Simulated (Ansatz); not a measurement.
This was printed by a script on the Ansatz DFT code, driven from Python, for a geometry optimisation of F₂H₃NSiTe, SMILES N[Si](F)(F)[TeH]. What did the script look like? Level of theory: PBE0, def2-SVP basis, multiplicity 1.

`f2h3nsite.xyz`
```text
8

N     0.39590    1.31790    0.01020
Si    0.48000   -0.35360   -0.49760
F     2.07800   -0.78610   -0.58330
F    -0.14730   -0.54410   -2.01840
Te   -0.68560   -1.79510    1.14200
H    -0.67270    1.58820    0.07830
H     0.77310    1.43280    0.96510
H    -2.12930   -0.91720    0.84790
```

```console
$ python run_opt.py
step   1  E = -22129.781511 eV  max force 2.7912 eV/A
step   2  E = -22130.003538 eV  max force 1.3825 eV/A
step   3  E = -22130.080299 eV  max force 0.7870 eV/A
step   4  E = -22130.144148 eV  max force 1.7662 eV/A
step   5  E = -22130.187047 eV  max force 0.8000 eV/A
step   6  E = -22130.193053 eV  max force 0.4455 eV/A
step   7  E = -22130.233493 eV  max force 0.5192 eV/A
step   8  E = -22130.253201 eV  max force 0.2325 eV/A
step   9  E = -22130.246379 eV  max force 0.2592 eV/A
step  10  E = -22130.257927 eV  max force 0.0992 eV/A
step  11  E = -22130.260585 eV  max force 0.0280 eV/A
step  12  E = -22130.261106 eV  max force 0.0188 eV/A
step  13  E = -22130.261163 eV  max force 0.0114 eV/A
step  14  E = -22130.261171 eV  max force 0.0045 eV/A
E = -22130.261194 eV = -813.2720985 Ha
converged: True  doubts: none
bond        before    after (A)
N0-Si1       1.7490   1.6907
N0-H5        1.1044   1.0137
N0-H6        1.0331   1.0118
Si1-F2       1.6577   1.6191
Si1-F3       1.6561   1.6143
Si1-Te4      2.4748   2.4691
Te4-H7       1.7151   1.6644
angle Si1-N0-H5: 121.69 deg
angle Si1-N0-H6: 122.64 deg
angle H5-N0-H6: 113.59 deg
angle N0-Si1-F2: 115.80 deg
angle N0-Si1-F3: 105.74 deg
angle N0-Si1-Te4: 112.82 deg
angle F2-Si1-F3: 104.42 deg
angle F2-Si1-Te4: 103.10 deg
  atom  mulliken  lowdin
0    N    -0.401   0.034
1   Si     0.919  -0.087
2    F    -0.339  -0.023
3    F    -0.335  -0.014
4   Te    -0.196   0.073
5    H     0.157   0.022
6    H     0.158   0.018
7    H     0.036  -0.022
dipole (e A): [-0.1524  0.4638  0.3568]
```

The script that was run (others could print the same):

`run_opt.py`
```python
"""Geometry optimisation of F2H3NSiTe."""

import ansatz as az
import numpy as np
import pandas as pd

geometry = az.Crystal.molecule_from_extxyz("f2h3nsite.xyz")

setup = geometry.calculation().basis(gaussian="def2-SVP").functional("PBE0")
symbols = [site.symbol for site in geometry.cartesian_sites]
start = np.array([site.position_ang for site in geometry.cartesian_sites], dtype=float)
def progress(event):
    if event["event"] == "relax_step":
        row = event["data"]
        print(f"step {row['step']:3d}  E = {row['lagrangian_ev']:.6f} eV  max force {row['allowed_force_max_ev_ang']:.4f} eV/A")


r = setup.relax(force_tolerance=0.005, max_steps=100).session().plan().execute(on_event=progress).report
end = np.array(r["positions_ang"])

print(f"E = {r['free_energy_ev']:.6f} eV = {r['free_energy_ev'] / 27.211386246:.7f} Ha")
print("converged:", r["converged"], " doubts:", r["published_state_doubts"] or "none")

print("bond        before    after (A)")
for i, j in [(0, 1), (0, 5), (0, 6), (1, 2), (1, 3), (1, 4), (4, 7)]:
    d0, d1 = (np.linalg.norm(xyz[i] - xyz[j]) for xyz in (start, end))
    print(f"{symbols[i]}{i}-{symbols[j]}{j}".ljust(10), f"{d0:8.4f} {d1:8.4f}")
for i, j, k in [(1, 0, 5), (1, 0, 6), (5, 0, 6), (0, 1, 2), (0, 1, 3), (0, 1, 4), (2, 1, 3), (2, 1, 4)]:
    u, v = end[i] - end[j], end[k] - end[j]
    print(f"angle {symbols[i]}{i}-{symbols[j]}{j}-{symbols[k]}{k}: {np.degrees(np.arccos(np.clip(u @ v / np.linalg.norm(u) / np.linalg.norm(v), -1, 1))):.2f} deg")

charges = r["charge_distribution"]
table = pd.DataFrame({"atom": symbols, "mulliken": charges["mulliken_charges_e"], "lowdin": charges["lowdin_charges_e"]})
print(table.round(3).to_string())
print("dipole (e A):", np.round(charges["dipole_moment_e_ang"], 4) + 0.0)
```

Notes:
- These settings explore the input space; basis and method may be short of convergence.
- The end point is the stationary point reached from this start; no frequency run checks that it is a minimum, and the basis set is modest.
- def2 sets replace the cores of elements past krypton by effective core potentials.
- The Löwdin charges here are taken after orthogonalising the functions within each atom; they differ from plain Löwdin charges, and their signs can be unphysical.
- Finished in 78 s on 1 thread of AMD EPYC 7R43 64-Core Processor (Zen 3), on a shared host, peak memory 0.36 GiB.

(Lines on the test bed's own set-up are left out of the output.)
